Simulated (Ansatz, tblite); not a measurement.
# C10H12B2: rung by rung

One table from this session's results is given with a row withheld; the runs are named, their logs left out.

Computed with Ansatz 0.2.0, Gaussian basis. Level: as each input shows.

Levels to be run: GFN1-xTB, GFN2-xTB, PBE-D4/def2-TZVP, r2SCAN-D4/def2-TZVP, B2PLYP/def2-TZVP, HF/def2-TZVP, PBE-D4/def2-SVP, PBE0-D4/def2-SVP, HF/STO-3G, MP2/def2-SVP.

**The relaxed structure**

The geometry is that of the singlet, from an earlier relaxation (r2SCAN-D4/def2-SVP).

SMILES `CB1C=CC=C1C1=CC=CB1C`, 24 atoms, charge 0, spin multiplicity 1.

Bond lengths: C1–B2 1.558 Å, C1–H13 1.102 Å, C1–H14 1.099 Å, C1–H15 1.111 Å, B2–C3 1.573 Å, B2–C6 1.629 Å, C3–C4 1.363 Å, C3–H16 1.093 Å, C4–C5 1.475 Å, C4–H17 1.098 Å, C5–C6 1.378 Å, C5–H18 1.094 Å, C6–C7 1.429 Å, C7–C8 1.378 Å, C7–B11 1.629 Å, C8–C9 1.475 Å, C8–H19 1.094 Å, C9–C10 1.363 Å and more. Angles: B2–C1–H13 113.1°, B2–C1–H14 117.1°, B2–C1–H15 104.3°, H13–C1–H14 110.1°, H13–C1–H15 105.2°, H14–C1–H15 105.9°, C1–B2–C3 125.5°, C1–B2–C6 129.6°, C3–B2–C6 104.1°, B2–C3–C4 106.1°, B2–C3–H16 130.7°, C4–C3–H16 123.0°, C3–C4–C5 113.0°, C3–C4–H17 125.6°, C5–C4–H17 121.4°, C4–C5–C6 112.1°, C4–C5–H18 122.1°, C6–C5–H18 125.8° and more.

PBE0-D4/def2-TZVP was run before; its log isn't repeated, and its numbers join the tables.

Set-up of the first run:

Tight binding, by tblite at 300 K electronic temperature and without a spin-polarisation term:

```python
tblite.interface.Calculator('GFN1-xTB', numbers, positions, charge=0, uhf=0).singlepoint()
```

Tight binding, by tblite at 300 K electronic temperature and without a spin-polarisation term:

```python
tblite.interface.Calculator('GFN2-xTB', numbers, positions, charge=0, uhf=0).singlepoint()
```

start.molden holds the orbitals of an earlier run on this state, given as this run's starting guess.

Contents of in.yaml:

```yaml
crystal:
  periodic: [false, false, false]
  atoms:
    - {symbol: C, position_ang: [-2.847114, 1.217272, 0.388904]}
    - {symbol: B, position_ang: [-2.150284, -0.117383, -0.012004]}
    - {symbol: C, position_ang: [-2.851661, -1.522595, -0.100452]}
    - {symbol: C, position_ang: [-1.849161, -2.442311, -0.176592]}
    - {symbol: C, position_ang: [-0.507557, -1.830165, -0.213513]}
    - {symbol: C, position_ang: [-0.564768, -0.454495, -0.170519]}
    - {symbol: C, position_ang: [0.562278, 0.420430, -0.249191]}
    - {symbol: C, position_ang: [0.502752, 1.771264, -0.512464]}
    - {symbol: C, position_ang: [1.843960, 2.380079, -0.592969]}
    - {symbol: C, position_ang: [2.848535, 1.483713, -0.383064]}
    - {symbol: B, position_ang: [2.150241, 0.111833, -0.059620]}
    - {symbol: C, position_ang: [2.853698, -1.141873, 0.541204]}
    - {symbol: H, position_ang: [-3.880337, 1.295729, 0.013053]}
    - {symbol: H, position_ang: [-2.300497, 2.148348, 0.186223]}
    - {symbol: H, position_ang: [-2.943168, 1.155336, 1.494247]}
    - {symbol: H, position_ang: [-3.908673, -1.796433, -0.044230]}
    - {symbol: H, position_ang: [-1.981616, -3.531472, -0.205182]}
    - {symbol: H, position_ang: [0.401954, -2.429578, -0.313243]}
    - {symbol: H, position_ang: [-0.408806, 2.347603, -0.695096]}
    - {symbol: H, position_ang: [1.974695, 3.450268, -0.798479]}
    - {symbol: H, position_ang: [3.905886, 1.761964, -0.386208]}
    - {symbol: H, position_ang: [2.307119, -2.093606, 0.493820]}
    - {symbol: H, position_ang: [2.958786, -0.905398, 1.621949]}
    - {symbol: H, position_ang: [3.883746, -1.278510, 0.173399]}
basis:
  gaussian: {orbitals: def2-TZVP, initial_orbitals: start.molden}
hamiltonian: {xc: pbe, dispersion: d4}
scf: {omitted_lower_state_checks: [starts]}
output: {forces: true, orbitals: {seedname: orbitals}}
```

Started as:

```bash
ansatz run in.yaml --threads 4 --pin off --events-out ev --progress --plain --max-ram 6963MiB
```

Among the steps run: PBE-D4/def2-TZVP; r2SCAN-D4/def2-TZVP; B2PLYP/def2-TZVP; HF/def2-TZVP; PBE-D4/def2-SVP; PBE0-D4/def2-SVP; HF/STO-3G; MP2/def2-SVP.

One table of the session follows, with a row left open; its other results are not shown here.

It belongs to the step «Binding energy». 

| level | binding an atom (eV) |
| --- | --- |
| HF/STO-3G | 4.310 |
| HF/def2-SVP | 3.631 |
| HF/def2-TZVP | 3.540 |
| PBE-D4/def2-SVP | 4.949 |
| PBE-D4/def2-TZVP | 4.886 |
| r2SCAN-D4/def2-TZVP | 4.761 |
| PBE0-D4/def2-SVP | ? |
| PBE0-D4/def2-TZVP | 4.800 |
| MP2/def2-SVP | 4.649 |

**Question.** Estimate the row for PBE0-D4/def2-SVP.

The run gave: binding an atom (eV): 4.869. In the column «binding an atom (eV)» it lies between PBE0-D4/def2-TZVP (4.800) and PBE-D4/def2-TZVP (4.886).

To keep in mind: Free atoms were run apart at each level; binding is atoms less cluster, divided by the number of atoms, without zero-point or spin-orbit terms.
